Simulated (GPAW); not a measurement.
TiSi2:

```
CELL_PARAMETERS angstrom
0.00000 4.11752 4.26290
2.38951 0.00000 4.26290
2.38951 4.11752 0.00000
ATOMIC_POSITIONS crystal
Ti 0.75000 0.75000 0.75000
Ti 0.50000 0.50000 0.50000
Si 0.41257 0.08743 0.41257
Si 0.08743 0.41257 0.08743
Si 0.16257 0.83743 0.16257
Si 0.83743 0.16257 0.83743
```

The cell is a database's computed one.

Base run:

| Quantity | Value |
| --- | --- |
| Program | GPAW 26.7.0 |
| Functional | LDA |
| Potentials or basis | the program's PAW data sets (release 1.2.1) made for this functional |
| Cutoff | 600 eV |
| Basis | pw |
| k mesh | 6 × 6 × 6 |
| Occupations | fermi-dirac, width 0.05 eV |
| Spin | no spin polarisation |

Its results: band gap on the k mesh none (metal or under the smearing width); pressure -4.7 GPa; largest force 0.113 eV/Å.

Q: The run is repeated on the same cell with these changes: hubbard terms from none to Ti d U = 6 eV. What comes out?

A: Band gap on the k mesh none (metal or under the smearing width); pressure 0.4 GPa; largest force 0.023 eV/Å.

Caveats: U without spin polarisation on a metal has little footing (some runs); the U is typed as a test and isn't derived for this compound (some runs).
